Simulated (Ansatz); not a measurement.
# MgBe2SeS2: the cost of one run

Computed with Ansatz 0.2.0 (DFT PBE, scalar-relativistic, plane waves, PAW, unless a step's input says otherwise).

## 1. The system as given

Symmetry: P4/mmm, No. 123, tetragonal system. Conventional cell: a = 3.904 Å, b = 3.904 Å, c = 8.551 Å, α = 90.00°, β = 90.00°, γ = 90.00°. Around Mg (site symmetry 4/mmm) lie 4 S at 1.95 Å and 4 Se at 2.76 Å. Be (site symmetry 4mm) is surrounded by 1 Be at 2.73 Å and 1 Se at 2.91 Å. Se (site symmetry 4/mmm) has 4 S at 1.95 Å and 4 Mg at 2.76 Å as nearest neighbours. S (site symmetry mmm) is surrounded by 2 Mg at 1.95 Å and 2 Se at 1.95 Å.

Structure file:

```cif
data_structure
_symmetry_space_group_name_H-M 'P 1'
_symmetry_Int_Tables_number 1
_cell_length_a 3.9039
_cell_length_b 3.9039
_cell_length_c 8.5508
_cell_angle_alpha 90.000
_cell_angle_beta 90.000
_cell_angle_gamma 90.000
_cell_volume 130.32
loop_
_atom_site_label
_atom_site_type_symbol
_atom_site_fract_x
_atom_site_fract_y
_atom_site_fract_z
_atom_site_occupancy
Mg1 Mg 0.00000 0.00000 0.50000 1
Be1 Be 0.50000 0.50000 0.15958 1
Be2 Be 0.50000 0.50000 0.84042 1
Se1 Se 0.50000 0.50000 0.50000 1
S1 S 0.00000 0.50000 0.50000 1
S2 S 0.50000 0.00000 0.50000 1
```

The cell is invented: random cell by space group and Wyckoff sites (P4/mmm, No. 123). Its size is a rough estimate.

## 2. The guess as it stands, on a coarse mesh

Input file input.yaml:

```yaml
crystal:
  lattice:
    - [3.9038833, 0.0, 0.0]
    - [0.0, 3.9038833, 0.0]
    - [0.0, 0.0, 8.55077394]
  atoms:
    - { symbol: Mg, position: [0.0, 0.0, 0.5] }
    - { symbol: Be, position: [0.5, 0.5, 0.15958369] }
    - { symbol: Be, position: [0.5, 0.5, 0.84041631] }
    - { symbol: Se, position: [0.5, 0.5, 0.5] }
    - { symbol: S, position: [0.0, 0.5, 0.5] }
    - { symbol: S, position: [0.5, 0.0, 0.5] }
basis:
  ecutwfc: 420
kpoints:
  mp_grid: { grid: [4, 4, 2] }
hamiltonian:
  xc: pbe
scf:
  occupations: { method: gaussian, width: 0.1 }
  lower_state_search: "off"
output:
  forces: true
  stress: true
  eigenvalues: true
```

Launch:

```bash
$ ansatz run input.yaml --threads 1 --pin off --max-ram 2560MiB --backend cpu --events-out ev --progress --plain --runs-dir out
```

**Question.** How long does this run take on 1 thread of Intel Xeon at 2.70GHz, shared host, and how much memory does it need?

About 4.4 s, with a peak of 0.41 GiB.
